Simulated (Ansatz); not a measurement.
# Ge2H4O: the cost of one run

The runs use Ansatz 0.2.0, Gaussian basis; the settings change from run to run.

## 1. The molecule

An earlier PBE0-D4 in a triple-zeta def2 set relaxation fixed the geometry.

SMILES `[O]1[GeH2][GeH2]1`, 7 atoms, charge 0, spin multiplicity 1.

Atoms are counted from 1 here; the program's logs count them from 0.

Bond lengths: O1–Ge2 1.833 Å, O1–Ge3 1.833 Å, Ge2–Ge3 2.310 Å, Ge2–H4 1.535 Å, Ge2–H5 1.535 Å, Ge3–H6 1.535 Å, Ge3–H7 1.535 Å. Angles: Ge2–O1–Ge3 78.1°, O1–Ge2–Ge3 50.9°, O1–Ge2–H4 112.5°, O1–Ge2–H5 112.5°, Ge3–Ge2–H4 123.4°, Ge3–Ge2–H5 123.4°, H4–Ge2–H5 113.0°, O1–Ge3–Ge2 50.9°, O1–Ge3–H6 112.5°, O1–Ge3–H7 112.5°, Ge2–Ge3–H6 123.4°, Ge2–Ge3–H7 123.4°, H6–Ge3–H7 113.0°.

## 2. r2SCAN50/pcseg-2

Options: a point charge of 1.00 e beside it.

Contents of in.yaml:

```yaml
crystal:
  periodic: [false, false, false]
  atoms:
    - {symbol: O, position_ang: [-0.725575, -0.619532, 0.817232]}
    - {symbol: Ge, position_ang: [-0.692876, -0.084296, -0.935355]}
    - {symbol: Ge, position_ang: [0.899152, 0.221882, 0.710501]}
    - {symbol: H, position_ang: [-0.680771, -1.268535, -1.911782]}
    - {symbol: H, position_ang: [-1.784858, 0.945492, -1.256365]}
    - {symbol: H, position_ang: [0.971419, 1.475581, 1.593083]}
    - {symbol: H, position_ang: [2.074809, -0.738593, 0.936984]}
basis:
  gaussian: {orbitals: pcseg-2, point_charges: [{charge: 1.00, position_ang: [4.775, 0.549, -0.521]}]}
hamiltonian: {xc: {name: r2SCAN50}}
output: {forces: true}
```

On the command line:

```sh
ansatz run in.yaml --threads 2 --pin off --events-out ev --progress --plain --max-ram 4352MiB
```

What time and memory should one allow on 2 threads of Arm Neoverse V1, shared host?

About 9 s, with a peak of 0.48 GiB.
